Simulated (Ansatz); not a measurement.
# (111) superlattice of 2 and 10 atomic planes of GaN and AlN, in-plane a of AlN, 12 atoms

Wanted: the effect of changed settings on energy, forces, pressure and convergence.

Program: Ansatz 0.2.0, PAW, plane waves. These are calculated values, not measurements.

### 1 The system as built

12 atoms (1 Ga, 5 Al, 6 N); a = 3.096 Å, b = 3.096 Å, c = 15.287 Å, α = 90.00°, β = 90.00°, γ = 120.00°. All atoms were shaken off their sites by about 0.10 Å along each axis.

Structure file:

```
Ga Al N
1.0
     2.18886   -2.18886    0.00000
     0.00000    2.18886   -2.18886
     8.82568    8.82568    8.82568
Ga Al N
1 5 6
Cartesian
  0.0892 2.1747 -2.1209
  4.3541 6.4603 2.1843
  2.2309 2.1993 -0.0348
  6.6616 6.6645 4.4964
  4.2990 2.3242 2.0879
  8.6847 6.5655 6.6494
  3.3034 -0.9567 1.1222
  7.7462 5.4672 3.5052
  3.1520 3.2723 1.1446
  7.5935 7.6531 5.5853
  5.4547 3.3609 3.3072
  9.8607 7.7859 7.7269
```

### 2 PBEsol on the given atoms

File in.yaml:

```yaml
crystal:
  lattice:
    - [2.188861, -2.188861, 0.000000]
    - [0.000000, 2.188861, -2.188861]
    - [8.825677, 8.825677, 8.825677]
  atoms:
    - { symbol: Ga, position: [0.018966, 0.990732, 0.005403] }
    - { symbol: Al, position: [0.009693, 0.981594, 0.490944] }
    - { symbol: Al, position: [0.349844, 0.685271, 0.166006] }
    - { symbol: Al, position: [0.329292, 0.659913, 0.673130] }
    - { symbol: Al, position: [0.637463, 0.372716, 0.329006] }
    - { symbol: Al, position: [0.632658, 0.297166, 0.827115] }
    - { symbol: N, position: [0.980929, 0.015568, 0.131017] }
    - { symbol: N, position: [0.992894, 0.944616, 0.631439] }
    - { symbol: N, position: [0.287373, 0.629711, 0.285867] }
    - { symbol: N, position: [0.296736, 0.620703, 0.786789] }
    - { symbol: N, position: [0.645890, 0.335213, 0.457858] }
    - { symbol: N, position: [0.640904, 0.333947, 0.958321] }
kpoints:
  mp_grid: { grid: [4, 4, 1] }
hamiltonian:
  xc: pbesol
scf:
  occupations: { method: fermi_dirac, width: 0.01 }
output:
  forces: true
  eigenvalues: true
  stress: true
  populations: true
```

The run is started by

```sh
$ ansatz run in.yaml --threads 8 --pin off --max-ram 13300MiB --runs-dir r --events-out ev --progress --plain
```

### 3 Variant: cutoff 350 eV, dispersion rVV10

in.yaml, as its differences from that of step 2:

```diff
@@ -20,6 +20,9 @@
   mp_grid: { grid: [4, 4, 1] }
+basis: { ecutwfc: 350 }
 hamiltonian:
   xc: pbesol
+  dispersion: rvv10
 scf:
   occupations: { method: fermi_dirac, width: 0.01 }
+  max_iter: 90
 output:
@@ -28,2 +31 @@
   stress: true
-  populations: true
```

### 4 Variant: occupations cold, cutoff 120 eV, functional PBE

in.yaml, as its differences from that of step 3:

```diff
@@ -20,9 +20,8 @@
   mp_grid: { grid: [4, 4, 1] }
-basis: { ecutwfc: 350 }
+basis: { ecutwfc: 120 }
 hamiltonian:
-  xc: pbesol
-  dispersion: rvv10
+  xc: pbe
 scf:
-  occupations: { method: fermi_dirac, width: 0.01 }
-  max_iter: 90
+  occupations: { method: cold, width: 0.01 }
+  max_iter: 80
 output:
```

### 5 Run again with dispersion D3(BJ) with three-body term

in.yaml, as its differences from that of step 4:

```diff
@@ -20,8 +20,8 @@
   mp_grid: { grid: [4, 4, 1] }
-basis: { ecutwfc: 120 }
 hamiltonian:
-  xc: pbe
+  xc: pbesol
+  dispersion: d3bjatm
 scf:
-  occupations: { method: cold, width: 0.01 }
-  max_iter: 80
+  occupations: { method: fermi_dirac, width: 0.01 }
+  max_iter: 70
 output:
```

### 6 Run again with accuracy low

in.yaml, as its differences from that of step 5:

```diff
@@ -1 +1,2 @@
+accuracy: low
 crystal:
@@ -22,6 +23,5 @@
   xc: pbesol
-  dispersion: d3bjatm
 scf:
   occupations: { method: fermi_dirac, width: 0.01 }
-  max_iter: 70
+  max_iter: 80
 output:
```

**Question.** What will these runs give? Wanted: for each run, settings; status; energy from base; forces from base.

**Answer**, as computed:

| settings | status | cycles | time | energy from base (meV/atom) | forces from base (eV/Å rms) | filled to empty level on the mesh (eV) |
| --- | --- | --- | --- | --- | --- | --- |
| base | converged | 8 | 1.6 s (8 CPU threads) | 0 | 0 | 1.76 |
| cutoff 350 eV, dispersion rVV10 | refused | - | 0.1 s (8 CPU threads) | - | - | - |
| occupations cold, cutoff 120 eV, functional PBE | converged, settings too loose | 11 | 0.6 s (8 CPU threads) | - | 0.635 | 0.12 |
| dispersion D3(BJ) with three-body term | converged | 8 | 1.3 s (8 CPU threads) | - | 0.001 | 1.76 |
| accuracy low | converged | 8 | 1.3 s (8 CPU threads) | 0.0 | 0.000 | 1.76 |

**What this shows.** Among these variants the forces move most with occupations cold, cutoff 120 eV, functional PBE (0.635 eV/Å rms) and least with accuracy low (0.000). 1 of 4 variants gave no result: cutoff 350 eV, dispersion rVV10 (refused).
